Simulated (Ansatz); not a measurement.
# LaInPt: the cost of one run

Method: DFT LDA, scalar-relativistic, plane waves, PAW, in Ansatz 0.2.0.

### Step 1. The system as given

It takes space group P-62m (No. 189, hexagonal). The conventional cell has a = 7.721 Å, b = 7.721 Å, c = 4.184 Å, α = 90.00°, β = 90.00°, γ = 120.00°. Around La (site symmetry m2m) lie 5 Pt at 3.13 to 3.20 Å and 6 In at 3.36 to 3.48 Å. In (site symmetry m2m) has 4 Pt at 2.82 to 2.97 Å as nearest neighbours. Around Pt (site symmetry -6) lie 3 In at 2.97 Å and 6 La at 3.13 Å. Pt (site symmetry -62m) is surrounded by 6 In at 2.82 Å and 3 La at 3.20 Å.

As a file:

```cif
data_structure
_symmetry_space_group_name_H-M 'P-62m'
_symmetry_Int_Tables_number 189
_cell_length_a 7.7209
_cell_length_b 7.7209
_cell_length_c 4.1845
_cell_angle_alpha 90.000
_cell_angle_beta 90.000
_cell_angle_gamma 120.000
_cell_volume 216.03
loop_
_atom_site_label
_atom_site_type_symbol
_atom_site_symmetry_multiplicity
_atom_site_Wyckoff_symbol
_atom_site_fract_x
_atom_site_fract_y
_atom_site_fract_z
_atom_site_occupancy
La1 La 3 g 0.41395 0.41395 0.50000 1
In1 In 3 f 0.75507 0.75507 0.00000 1
Pt1 Pt 2 c 0.66667 0.33333 0.00000 1
Pt2 Pt 1 b 0.00000 0.00000 0.50000 1
```

The structure comes from the Materials Project (structure only).

(A quick probe on a coarse mesh, which set the mesh and smearing, is not shown.)

### Step 3. The relaxation

Contents of input.yaml:

```yaml
crystal:
  lattice:
    - [7.7209416848, 0.0, 0.0]
    - [-3.8604708424, 6.6865316402, 0.0]
    - [0.0, 0.0, 4.1844981]
  atoms:
    - { symbol: La, position: [0.41395302, 0.41395302, 0.5] }
    - { symbol: La, position: [0.0, 0.58604698, 0.5] }
    - { symbol: La, position: [0.58604698, 0.0, 0.5] }
    - { symbol: In, position: [0.75506697, 0.75506697, 0.0] }
    - { symbol: In, position: [0.24493303, 0.0, 0.0] }
    - { symbol: In, position: [0.0, 0.24493303, 0.0] }
    - { symbol: Pt, position: [0.66666667, 0.33333333, 0.0] }
    - { symbol: Pt, position: [0.33333333, 0.66666667, 0.0] }
    - { symbol: Pt, position: [0.0, 0.0, 0.5] }
basis:
  ecutwfc: 420
kpoints:
  mp_grid: { grid: [6, 6, 8] }
hamiltonian:
  xc: lda
scf:
  occupations: { method: gaussian, width: 0.1 }
output:
  forces: true
  stress: true
  eigenvalues: true
relax:
  adjacent_minimum: "off"
  f_tol: 0.005
  max_steps: 80
  cell: { stress_tol: 0.05 }
```

Started as:

```console
ansatz run input.yaml --threads 4 --pin off --max-ram 10240MiB --backend cpu --events-out ev --progress --plain --runs-dir out
```

Q: Estimate wall time and peak memory on 4 threads of Intel Xeon Platinum 8488C (Sapphire Rapids), shared host.

About 96 s, with a peak of 0.99 GiB.
